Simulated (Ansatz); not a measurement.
# P: an axial (c/a) deformation path

One table from this session's results is given with a row withheld; the runs are named, their logs left out.

Method: DFT PBEsol, scalar-relativistic, plane waves, PAW, in Ansatz 0.2.0.

**The starting structure**

The structure is trigonal, space group R-3m (No. 166). The conventional cell has a = 3.451 Å, b = 3.451 Å, c = 9.389 Å, α = 90.00°, β = 90.00°, γ = 120.00°. P (site symmetry 3m) has 3 P at 2.29 Å in its first shell of neighbours.

As a file:

```cif
data_structure
_symmetry_space_group_name_H-M 'R-3m:H'
_symmetry_Int_Tables_number 166
_cell_length_a 3.4515
_cell_length_b 3.4515
_cell_length_c 9.3890
_cell_angle_alpha 90.000
_cell_angle_beta 90.000
_cell_angle_gamma 120.000
_cell_volume 96.86
loop_
_atom_site_label
_atom_site_type_symbol
_atom_site_symmetry_multiplicity
_atom_site_Wyckoff_symbol
_atom_site_fract_x
_atom_site_fract_y
_atom_site_fract_z
_atom_site_occupancy
P1 P 6 c 0.33333 0.66667 0.89375 1
```

It goes back to an entry of the Materials Project, which need not be the stable form.

No relaxation comes first: the listed cell is the starting point.

Set-up of the first run:

At fixed volume and fractional coordinates, lengths along (0.000, 0.000, 1.000) are scaled against those across it; ρ is that ratio over its starting value.

The input, input.yaml:

```yaml
crystal:
  lattice:
    - [1.8217914528, 1.0518117857, 2.8083154336]
    - [-1.8217914528, 1.0518117857, 2.8083154336]
    - [0.0, -2.1036235713, 2.8083154336]
  atoms:
    - { symbol: P, position: [0.22708025, 0.22708025, 0.22708025] }
    - { symbol: P, position: [0.77291975, 0.77291975, 0.77291975] }
basis:
  ecutwfc: 420
kpoints:
  mp_grid: { grid: [18, 18, 18] }
hamiltonian:
  xc: pbesol
scf:
  occupations: { method: gaussian, width: 0.15 }
output:
  forces: true
  stress: true
  eigenvalues: true
```

On the command line:

```console
$ ansatz run input.yaml --threads 1 --pin off --max-ram 2560MiB --backend cpu --events-out ev --progress --plain --runs-dir out
```

Steps of the session up to this table: ρ = 0.850; At ρ = 1.200; At ρ = 0.920; ρ = 1.100; Point ρ = 0.960; At ρ = 1.050; At ρ = 0.800; Point ρ = 1.300.

One of the session's tables, all rows but one given; the rest of the session is left out.

| ρ | ΔE (meV/atom) | pressure (GPa) |
| --- | --- | --- |
| 0.800 | 131.1 | -7.1 |
| 0.850 | 65.4 | -5.6 |
| 0.920 | 11.7 | -3.7 |
| 0.960 | 0.1 | -2.6 |
| 1.000 | 0.0 | -1.7 |
| 1.050 | 8.8 | -0.7 |
| 1.100 | 23.1 | 0.3 |
| 1.200 | ? | ? |
| 1.300 | 138.8 | 2.3 |

Q: Estimate the row for ρ = 1.200 from the others.

Worked estimate for «ΔE (meV/atom)». A straight line through the neighbours (1.100, 23.1) and (1.300, 138.8) gives 23.1 + (138.8 − 23.1) × (1.200 − 1.100) / (1.300 − 1.100) = 80.9; a parabola fitted to 3 rows on both sides gives 69.2.

The run gave: ΔE (meV/atom): 66.7; pressure (GPa): 1.5. In «ΔE (meV/atom)» the line misses by +14.2 and the parabola by +2.5.
